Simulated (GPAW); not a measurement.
Input of a GPAW 26.7.0 run:

File run.py:

```python
from ase import Atoms
from ase.dft.bandgap import bandgap
from ase.io import write
from ase.units import GPa
from gpaw import GPAW, PW, setup_paths

setup_paths.insert(0, '.')

atoms = Atoms(['Nb', 'Nb', 'N', 'C'],
              cell=[[1.5884150164, 0.9170718373, 5.1899650996],
                    [-1.5884150164, 0.9170718373, 5.1899650996],
                    [0.0, -1.8341436746, 5.1899650996]],
              scaled_positions=[[0.256596, 0.256596, 0.256596],
                                [0.743404, 0.743404, 0.743404],
                                [0.5, 0.5, 0.5],
                                [0.0, 0.0, 0.0]],
              pbc=True)

calc = GPAW(mode=PW(800),
            xc='PBEsol',
            kpts={'size': (7, 7, 7), 'gamma': True},
            occupations={'name': 'fermi-dirac', 'width': 0.05},
            nbands=33,
            convergence={'density': 1e-05, 'energy': 1e-05},
            maxiter=150,
            txt='gpaw.txt')
atoms.calc = calc
energy = atoms.get_potential_energy()
forces = atoms.get_forces()
stress = atoms.get_stress()
calc.write('gs.gpw')
write('result.traj', atoms)
print(f'Energy: {energy:.6f} eV')
print('Forces (eV/A):')
print(forces.round(4))
print('Stress (GPa):', (stress / GPa).round(3))
print('Fermi level:', round(calc.get_fermi_level(), 4), 'eV')
print(f'Gap: {bandgap(calc)[0]:.4f} eV, direct: {bandgap(calc, direct=True)[0]:.4f} eV')

path = atoms.cell.bandpath('GLB1,BZGX,QFP1Z,LP', npoints=80, eps=1e-4)
bs_calc = calc.fixed_density(kpts=path, symmetry='off', nbands=47,
                             convergence={'bands': 'CBM+6.0', 'eigenstates': 1e-6}, txt='bands.txt')
bs = bs_calc.band_structure()
bs.write('bs.json')
print(f'Gap on the path: {bandgap(bs_calc)[0]:.4f} eV')
```

Potentials or basis: PAW data sets generated in the run's folder for this functional, pw.

Command:

```sh
$ gpaw-setup -f PBEsol C N Nb
$ OMP_NUM_THREADS=1 python run.py
```

Question: What does it give for the largest force?

Answer: 0.054 eV/Å.

Question: Predict the pressure.

Answer: -14.5 GPa.

Levels at the corners of the path, in eV from the Fermi level:
```csv
point,band 15,band 16,band 17,band 18,band 19,band 20
Γ,-1.76,-1.76,-1.58,-1.58,-1.36,0.19
L,-4.54,-4.37,-1.96,0.17,1.99,2.47
B1,-4.88,-4.28,-0.34,-0.14,1.30,1.95
B,-4.88,-4.28,-0.34,-0.14,1.30,1.95
Z,-4.36,-4.36,-0.67,-0.67,-0.09,0.60
Γ,-1.76,-1.76,-1.58,-1.58,-1.36,0.19
X,-4.83,-4.29,-0.35,0.36,0.87,1.90
Q,-4.83,-4.29,-0.35,0.36,0.87,1.90
F,-4.32,-2.63,-2.51,1.72,1.76,1.93
P1,-4.32,-2.78,-2.63,1.55,1.67,1.98
Z,-4.36,-4.36,-0.67,-0.67,-0.09,0.60
L,-4.54,-4.37,-1.96,0.17,1.99,2.47
P,-4.32,-2.78,-2.63,1.55,1.67,1.98
```

Caveat: the program warned that so skewed a cell can give wrong results.
